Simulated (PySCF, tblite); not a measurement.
# C₂H₈B₃N₃, a small molecule taken as a stand-in for a surface group (BN ring, B site): NMR shifts, core binding energies and electronic excitations

Wanted: the NMR shifts, core binding energies and electronic excitations for `C=CB1NBNBN1`.

Programs: tblite 0.8.0 and PySCF 2.14.0. All values are calculated, for the isolated system unless a continuum is named. Atoms count from 0, parts from 1.

## (1) The system as given

16 atoms, charge 0, multiplicity 1; geometry: distance geometry start.

## (2) Geometry optimisation with GFN2-xTB

What the job is given:

```
{"job": {"kind": "relax", "xc": "GFN2-xTB", "basis": "xTB"}, "charge": 0, "multiplicity": 1}
N     -0.876641    -0.325635     0.308392
B      0.168978    -1.073633    -0.572868
N      1.107014    -2.027251     0.224389
B      1.606618    -1.539200     1.607152
N      0.549780    -0.793580     2.469798
B     -0.393052     0.158128     1.704364
C     -0.058616     1.696182     1.792778
C      0.004388     2.440552     0.537177
H     -1.505014     0.298579    -0.207352
H      0.648882    -0.469519    -1.415699
H      0.911802    -3.022002     0.143116
H      2.678214    -1.113929     1.639212
H      0.157912    -1.322829     3.208334
H     -0.513959     2.198764     2.600314
H     -0.928825     2.718179     0.119298
H      0.732891     2.106066    -0.141545
```

Level: GFN2-xTB geometry optimisation, gas phase.

Run with:

```bash
OMP_NUM_THREADS=1 python cluster_run.py task.json out
```

One launch serves the whole session: the jobs run in the order shown.

The program printed:

```text
step      E/eV     max force
  0    -563.84171    4.652
  1    -564.88963    3.178
  2    -565.75319    2.423
  3    -566.16743    1.913
  4    -566.51082    1.545
  5    -566.76922    1.262
  6    -567.00640    1.389
  7    -567.36265    1.532
  8    -567.72935    1.631
  9    -568.08062    1.578
 10    -568.37253    1.309
 11    -568.65388    1.306
 12    -568.96399    2.437
 13    -569.18071    2.056
 14    -569.47580    1.256
 15    -569.74285    1.085
 16    -569.92593    1.137
 17    -570.16778    1.045
 18    -570.30203    0.835
 19    -570.37865    0.825
 20    -570.46987    1.005
 21    -570.53636    0.689
 22    -570.58949    0.567
 23    -570.61636    0.406
 24    -570.64931    0.507
 25    -570.67637    0.459
 26    -570.69593    0.335
 27    -570.70832    0.319
 28    -570.72127    0.304
 29    -570.73384    0.281
 30    -570.74408    0.267
 31    -570.75307    0.280
 32    -570.76426    0.378
 33    -570.78075    0.469
 34    -570.80294    0.432
 35    -570.82422    0.382
 36    -570.83904    0.287
 37    -570.85074    0.278
 38    -570.86288    0.329
 39    -570.87425    0.319
 40    -570.88282    0.256
 41    -570.88928    0.216
 42    -570.89552    0.211
 43    -570.90385    0.216
 44    -570.91376    0.271
 45    -570.92271    0.231
 46    -570.92963    0.211
 47    -570.93666    0.200
 48    -570.94482    0.218
 49    -570.95248    0.180
 50    -570.95764    0.160
 51    -570.96091    0.172
 52    -570.96404    0.176
 53    -570.96767    0.147
 54    -570.97209    0.164
 55    -570.97596    0.151
 56    -570.97877    0.124
 57    -570.98075    0.105
 58    -570.98234    0.086
 59    -570.98360    0.096
 60    -570.98454    0.070
 61    -570.98533    0.083
 62    -570.98607    0.072
 63    -570.98677    0.067
 64    -570.98738    0.069
 65    -570.98803    0.069
 66    -570.98891    0.105
 67    -570.99011    0.101
 68    -570.99147    0.101
 69    -570.99271    0.092
 70    -570.99376    0.071
 71    -570.99478    0.081
 72    -570.99590    0.099
 73    -570.99693    0.093
 74    -570.99761    0.064
 75    -570.99802    0.045
 76    -570.99832    0.046
 77    -570.99859    0.040
 78    -570.99882    0.035
 79    -570.99901    0.031
 80    -570.99922    0.034
 81    -570.99949    0.035
 82    -570.99980    0.045
 83    -571.00013    0.045
 84    -571.00049    0.044
 85    -571.00094    0.052
 86    -571.00153    0.060
 87    -571.00233    0.078
 88    -571.00349    0.099
 89    -571.00535    0.128
 90    -571.00755    0.166
 91    -571.00950    0.213
 92    -571.01127    0.153
 93    -571.01312    0.130
 94    -571.01419    0.133
 95    -571.01551    0.092
 96    -571.01696    0.062
 97    -571.01766    0.074
 98    -571.01825    0.085
 99    -571.01892    0.075
100    -571.01953    0.052
101    -571.01995    0.083
102    -571.02026    0.071
103    -571.02056    0.037
104    -571.02085    0.038
105    -571.02102    0.061
106    -571.02125    0.055
107    -571.02152    0.036
108    -571.02178    0.037
109    -571.02203    0.039
110    -571.02224    0.041
111    -571.02244    0.057
112    -571.02264    0.041
113    -571.02287    0.031
114    -571.02306    0.057
115    -571.02314    0.040
116    -571.02329    0.026
117    -571.02338    0.020
118    -571.02342    0.018
119    -571.02345    0.015
120    -571.02349    0.013
121    -571.02352    0.017
122    -571.02354    0.017
123    -571.02356    0.015
124    -571.02358    0.012
125    -571.02360    0.013
126    -571.02361    0.010
127    -571.02362    0.010
128    -571.02364    0.013
129    -571.02366    0.016
130    -571.02370    0.024
131    -571.02374    0.031
132    -571.02379    0.021
133    -571.02382    0.026
134    -571.02386    0.010
135    -571.02387    0.009
136    -571.02389    0.008
137    -571.02390    0.009
138    -571.02390    0.007
```

Run time: 4 s. Hardware: 1 thread of Arm Neoverse N1, shared host.

The steps of the relaxation:

```csv
step,energy from step 0 (eV),largest force (eV/Å)
0,0.0000,4.6521
5,-2.9275,1.2625
10,-4.5308,1.3098
15,-5.9011,1.0846
20,-6.6282,1.0049
25,-6.8347,0.4600
30,-6.9024,0.2670
35,-6.9825,0.3820
40,-7.0411,0.2567
45,-7.0810,0.2314
50,-7.1159,0.1603
55,-7.1342,0.1510
60,-7.1428,0.0703
65,-7.1463,0.0687
70,-7.1520,0.0718
75,-7.1563,0.0447
80,-7.1575,0.0341
85,-7.1592,0.0520
90,-7.1658,0.1659
95,-7.1738,0.0918
100,-7.1778,0.0520
105,-7.1793,0.0616
110,-7.1805,0.0405
115,-7.1814,0.0395
120,-7.1818,0.0139
125,-7.1819,0.0131
130,-7.1820,0.0241
135,-7.1822,0.0091
138,-7.1822,0.0070
```

Close pairs (by a distance rule), those that changed most:

```csv
bond,before (Å),after (Å),change (Å)
N0–B1,1.559,1.415,-0.144
B1–N2,1.557,1.417,-0.140
B3–N4,1.555,1.416,-0.139
N0–B5,1.555,1.420,-0.135
C6–C7,1.461,1.328,-0.133
N2–B3,1.549,1.417,-0.132
N4–B5,1.543,1.422,-0.121
B1–H9,1.143,1.175,+0.032
```

## (3) Relaxing the molecule at PBE0-D3(BJ)/def2-SVP

What the job is given:

```
{"job": {"xc": "PBE0", "basis": "def2-SVP", "d3": "d3bj", "grid": 2, "kind": "geom", "shake": 0.01}, "charge": 0, "multiplicity": 1}
N     -0.274733    -0.132381    -1.018824
B      0.066704    -1.407143    -1.458663
N      0.686211    -2.243947    -0.514734
B      1.007596    -1.836298     0.822363
N      0.575411    -0.535988     1.180448
B     -0.063626     0.375410     0.291094
C     -0.459623     1.807849     0.767255
C     -1.016401     2.757632     0.014974
H     -0.749847     0.517033    -1.658567
H     -0.141518    -1.768384    -2.543681
H      0.970353    -3.172578    -0.781852
H      1.505981    -2.557103     1.598511
H      0.728691    -0.205880     2.123704
H     -0.288762     2.065510     1.812432
H     -1.294909     3.717935     0.402677
H     -1.262980     2.607017    -1.014991
```

The program printed:

```text
step   0  E = -319.45914016  max force = 0.042475
step   1  E = -319.46512963  max force = 0.004283
step   2  E = -319.46511231  max force = 0.003567
step   3  E = -319.46522988  max force = 0.000907
step   4  E = -319.46522994  max force = 0.000632
step   5  E = -319.46523563  max force = 0.000159
optimisation converged
```

Run time: 2.1 min. Hardware: 1 thread of Arm Neoverse N1, shared host; peak memory 0.88 GiB.

The steps of the relaxation:

```csv
step,energy from step 0 (eV),largest force component (eV/Å)
0,0.0000,2.1842
1,-0.1630,0.2202
2,-0.1625,0.1834
3,-0.1657,0.0466
4,-0.1657,0.0325
5,-0.1659,0.0082
```

Distances of close pairs at the start and the end, largest changes first:

```csv
bond,before (Å),after (Å),change (Å)
B1–H9,1.162,1.210,+0.048
B3–H11,1.171,1.210,+0.039
N0–B1,1.391,1.424,+0.033
C7–H15,1.070,1.097,+0.027
C7–H14,1.072,1.095,+0.023
B1–N2,1.405,1.428,+0.022
N0–H8,1.028,1.011,-0.017
N0–B5,1.421,1.433,+0.012
```

The end geometry stands in the next job.

```csv
at the end point,value
"rotational constants (GHz, main isotopes)","4.805, 1.435, 1.105"
dipole moment (D),0.60
```

## (4) Nuclear shieldings: PBE0/pcSseg-1

What the job is given:

```
{"job": {"kind": "nmr", "xc": "PBE0", "basis": "pcSseg-1"}, "charge": 0, "multiplicity": 1}
N     -0.336421    -0.116964    -1.067316
B      0.032643    -1.421886    -1.500962
N      0.663348    -2.280351    -0.550632
B      0.924409    -1.872412     0.790655
N      0.531842    -0.553871     1.164081
B     -0.104177     0.360937     0.263201
C     -0.511889     1.799337     0.736967
C     -1.073635     2.737631    -0.035211
H     -0.786399     0.496193    -1.733934
H     -0.181070    -1.789954    -2.633763
H      0.932470    -3.211291    -0.838835
H      1.459104    -2.615656     1.581761
H      0.711485    -0.250374     2.112463
H     -0.323343     2.070594     1.785303
H     -1.339875     3.731120     0.340917
H     -1.297859     2.561854    -1.094519
```

Level: GIAO PBE0/pcSseg-1 NMR shielding, non-relativistic, gas phase.

The program printed:

```text
coarse grid: 13576 points
cycle   1  E = -319.5307158213  dE =  1.012e+00  |g| = 5.724e-01  |ddm| = 3.498e+00
cycle   2  E = -319.4912082499  dE =  3.951e-02  |g| = 7.305e-01  |ddm| = 9.388e-01
cycle   3  E = -319.6092590008  dE = -1.181e-01  |g| = 8.136e-02  |ddm| = 5.489e-01
cycle   4  E = -319.6105876281  dE = -1.329e-03  |g| = 3.671e-02  |ddm| = 7.947e-02
cycle   5  E = -319.6108895819  dE = -3.020e-04  |g| = 1.429e-02  |ddm| = 3.355e-02
cycle   6  E = -319.6109405694  dE = -5.099e-05  |g| = 2.311e-03  |ddm| = 1.118e-02
cycle   7  E = -319.6109418571  dE = -1.288e-06  |g| = 6.369e-04  |ddm| = 2.280e-03
final grid: 131992 points
cycle   8  E = -319.6450635843  dE = -3.373e-05  |g| = 1.026e-02  |ddm| = 2.627e-02
cycle   9  E = -319.6450496746  dE =  1.391e-05  |g| = 1.333e-02  |ddm| = 1.502e-02
cycle  10  E = -319.6450869269  dE = -3.725e-05  |g| = 9.701e-04  |ddm| = 8.150e-03
cycle  11  E = -319.6450871559  dE = -2.290e-07  |g| = 2.237e-04  |ddm| = 8.175e-04
cycle  12  E = -319.6450871664  dE = -1.050e-08  |g| = 9.741e-05  |ddm| = 2.299e-04
cycle  13  E = -319.6450871687  dE = -2.276e-09  |g| = 3.234e-05  |ddm| = 9.189e-05
cycle  14  E = -319.6450871689  dE = -2.573e-10  |g| = 6.395e-06  |ddm| = 2.641e-05
converged SCF energy = -319.6450871689

GIAO shielding tensors (ppm)
atom      isotropic    diamagn.    paramagn.     s11        s22        s33       span
  0 N      134.575     326.561    -191.986     -0.087    156.596    247.216    247.304
  1 B       72.871     196.277    -123.406     44.344     60.452    113.817     69.474
  2 N      120.975     323.064    -202.088    -22.260    152.441    232.744    255.004
  3 B       72.755     195.939    -123.185     44.394     59.763    114.107     69.713
  4 N      122.868     325.388    -202.520     -6.721    152.314    223.010    229.730
  5 B       74.294     194.993    -120.699     51.121     59.522    112.238     61.117
  6 C       40.207     259.933    -219.726    -81.358     36.253    165.724    247.082
  7 C       44.737     254.918    -210.180    -83.215     52.444    164.983    248.198
  8 H       25.563      34.287      -8.725     20.135     26.566     29.987      9.852
  9 H       26.452      28.942      -2.491     23.552     27.020     28.783      5.231
 10 H       25.695      28.565      -2.869     21.642     25.358     30.086      8.444
 11 H       26.481      28.448      -1.967     23.696     26.946     28.800      5.104
 12 H       25.971      32.657      -6.685     21.354     26.531     30.029      8.675
 13 H       25.037      31.386      -6.349     22.427     24.051     28.634      6.207
 14 H       25.045      27.835      -2.790     22.465     24.129     28.541      6.076
 15 H       25.029      32.475      -7.446     22.070     23.776     29.241      7.171
```

Wall time 46 s (1 thread of Arm Neoverse N1, shared host); peak memory 0.9 GiB.

The references, computed at this level on geometries of the same kind, shield at (ppm): 1H TMS 31.27, 13C TMS 184.4, 15N NH3 265.7, 11B BF3·OEt2 100.7. Their shielding less the atom's gives the shift. The references are single molecules in the gas phase, so shifts against H2O, NH3, PH3, H3PO4 or CFCl3 are not on the usual liquid scales and can be off by tens of ppm.

```csv
atoms,environment,σ (ppm),δ (ppm)
C6,"carbon bonded to C, B, H",40.2,144.2
C7,"carbon bonded to C, 2 H",44.7,139.7
H15,hydrogen on a carbon bonded to C,25.03,6.24
H13,"hydrogen on a carbon bonded to C, B",25.04,6.23
H14,hydrogen on a carbon bonded to C,25.05,6.22
H8,hydrogen on a nitrogen bonded to 2 B,25.56,5.70
H10,hydrogen on a nitrogen bonded to 2 B,25.70,5.57
H12,hydrogen on a nitrogen bonded to 2 B,25.97,5.30
H9,hydrogen on a boron bonded to 2 N,26.45,4.82
H11,hydrogen on a boron bonded to 2 N,26.48,4.79
N2,"nitrogen bonded to 2 B, H",121.0,144.7
N4,"nitrogen bonded to 2 B, H",122.9,142.8
N0,"nitrogen bonded to 2 B, H",134.6,131.1
B3,"boron bonded to 2 N, H",72.8,28.0
B1,"boron bonded to 2 N, H",72.9,27.9
B5,"boron bonded to C, 2 N",74.3,26.4
```

Charges from the same density, by scheme (e):

```csv
atoms,Mulliken,IAO,Hirshfeld,ESP fit
N0,-0.54,-0.45,-0.22,-0.67
B1,0.33,0.18,0.16,0.43
N2,-0.54,-0.45,-0.23,-0.64
B3,0.33,0.18,0.16,0.46
N4,-0.54,-0.45,-0.22,-0.70
B5,0.57,0.30,0.18,0.66
C6,-0.41,-0.27,-0.12,-0.41
C7,-0.19,-0.26,-0.08,-0.31
```

Mayer bond orders: N0–B1 1.17, B1–N2 1.16, N2–B3 1.16, B3–N4 1.16, N4–B5 1.13, B5–C6 0.92, C6–C7 1.99, B5–N0 1.15.

Ring of atoms N0, B1, N2, B3, N4, B5: NICS(0) -2.7, NICS(1) -3.2, NICS(1)zz -5.1 ppm (means of both faces).

Orbitals, density, ELF and potential are computed afterwards from the orbital file.

Frontier orbitals at PBE0/pcSseg-1, with the share of their density that lies nearest to each atom:

```csv
orbital,energy (eV),lies on
HOMO,-7.51,"C6, C7 about 23 % each; N2 17 %; N0 11 %"
LUMO,-0.81,C7 26 %; C6 20 %; B5 20 %
```

ELF in a plane through or near 16 of the atoms.

Values, 10 rows by 14 columns:
```
0.00 0.00 0.00 0.00 0.00 0.00 0.00 0.00 0.00 0.00 0.00 0.00 0.00 0.00
0.00 0.00 0.00 0.00 0.04 0.29 0.01 0.00 0.00 0.00 0.00 0.00 0.00 0.00
0.00 0.00 0.00 0.02 1.00 1.00 0.41 0.09 0.10 0.01 0.02 0.00 0.00 0.00
0.00 0.00 0.00 0.01 0.37 0.78 0.42 0.95 0.75 0.92 0.99 0.04 0.00 0.00
0.00 0.00 0.10 0.98 0.69 0.57 0.82 0.45 0.06 0.75 0.87 0.56 0.10 0.00
0.00 0.00 0.00 0.41 0.76 0.55 0.19 0.73 0.96 0.61 0.55 1.00 0.77 0.00
0.00 0.00 0.00 0.54 0.91 0.19 0.33 0.67 0.47 0.98 0.25 0.06 0.01 0.00
0.00 0.00 0.00 0.99 1.00 0.10 0.85 0.96 0.02 0.99 0.63 0.00 0.00 0.00
0.00 0.00 0.00 0.03 0.33 0.00 0.05 0.09 0.00 0.00 0.00 0.00 0.00 0.00
0.00 0.00 0.00 0.00 0.00 0.00 0.00 0.00 0.00 0.00 0.00 0.00 0.00 0.00
```
The map spans 13.2 Å across and 10.3 Å up, centred on the molecule. Atoms in the plane (x, y in Å): N0 (-0.1, 1.1), B1 (-1.5, 1.4), N2 (-2.4, 0.3), B3 (-2.0, -1.1), N4 (-0.6, -1.3), B5 (0.4, -0.3), C6 (1.9, -0.6), C7 (2.9, 0.3), H8 (0.6, 1.8), H9 (-1.8, 2.5), H10 (-3.4, 0.5), H11 (-2.8, -2.0), H12 (-0.3, -2.3), H13 (2.2, -1.7), H14 (4.0, 0.0), H15 (2.7, 1.3).

log10 of the density (e/Å³) in the same plane.

Ten even steps from ' ' (-4.0) to '@' (1.7):
```
                                                        
                ..........                              
              ..::::::::::..                            
            ..::--======--::....                        
          ..::--==++**++==--------::::::::..            
          ..::==++**##**++==++++==--------::..          
          ::--==++**##******##**++==++++++==--..        
        ..--==++****%%%%##%%##**++==**##**++==--::      
        ::==****######**##@@%%**++++**####**++==::..    
      ..::++**##%%@@**++**####******##%%@@##**++--::    
        ::==++**####**++****%%##############**++--::    
        ..--==++**############****####**++++++==::..    
        ..--==****######@@##**++****##**++==--::..      
        ..--==**##******####**==++******==--::..        
        ..--==++**++==++****++==--==++==--::            
        ..::--======--====++==--::------::..            
          ..::::::::::::::--::..........                
              ......                                    
                                                        
                                                        
```
The map spans 13.2 Å across and 10.3 Å up, centred on the molecule. Atoms in the plane (x, y in Å): N0 (-0.1, 1.1), B1 (-1.5, 1.4), N2 (-2.4, 0.3), B3 (-2.0, -1.1), N4 (-0.6, -1.3), B5 (0.4, -0.3), C6 (1.9, -0.6), C7 (2.9, 0.3), H8 (0.6, 1.8), H9 (-1.8, 2.5), H10 (-3.4, 0.5), H11 (-2.8, -2.0), H12 (-0.3, -2.3), H13 (2.2, -1.7), H14 (4.0, 0.0), H15 (2.7, 1.3).

On the surface of density 0.002 e/bohr³ the electrostatic potential runs, from the 1st to the 99th percentile, from -0.64 V near C6 to 1.62 V near H8.

[end of part 1 of 2]
